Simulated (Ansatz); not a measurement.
# AgSiH₂ (doublet): from a generated start to a stationary point

Aim: relax a generated start of AgSiH₂ (doublet) and see which bonds hold.

Method: UKS PBE0/def2-TZVP; program: Ansatz 0.2.0, Gaussian basis.

### Step 1. Where the work starts

4 atoms, charge 0, spin multiplicity 2.

Atoms are counted from 1 here; the program's logs count them from 0.

Bond lengths: Ag1–Si2 2.407 Å, Si2–H3 1.489 Å, Si2–H4 1.489 Å. Angles: Ag1–Si2–H3 124.2°, Ag1–Si2–H4 124.2°, H3–Si2–H4 99.2°.

The start was built by rule and, where that kept it together, relaxed with GFN2-xTB. Sticks and bond lists go by distance. No spin-orbit coupling is included. Elements past krypton take def2 core potentials.

### Step 2. Relaxation

The input, in.yaml:

```yaml
crystal:
  periodic: [false, false, false]
  atoms:
    - {symbol: Ag, position_ang: [-0.529454, -0.000189, -0.092251]}
    - {symbol: Si, position_ang: [1.836247, 0.000734, 0.351760]}
    - {symbol: H, position_ang: [2.747941, 1.134314, 0.032703]}
    - {symbol: H, position_ang: [2.747764, -1.134565, 0.038361]}
basis:
  gaussian: {orbitals: def2-TZVP}
magnetization: {spin_polarized: true, initial_magnetization: 1}
hamiltonian: {xc: pbe0}
relax: {f_tol: 0.004, max_steps: 80}
```

Run with:

```bash
ansatz run in.yaml --threads 1 --pin off --events-out ev --progress --plain --max-ram 2176MiB
```

Q: Predict the outcome of this session. Wanted: energy gained; shift from the start; total energy; dipole moment; ⟨S²⟩.

As calculated:

| quantity | value |
| --- | --- |
| steps | 5 |
| energy gained | 0.073 eV |
| shift from the start (rms) | 0.108 Å |
| total energy | -11905.5471 eV |
| dipole moment | 2.75 D |
| ⟨S²⟩ | 0.756 |

What this shows: The bonds of the start are those of the end. Ag1–Si2 went from 2.407 to 2.370 Å. No vibrations were run, so this is a stationary point, not a proven minimum, and this spin need not be the ground state's.
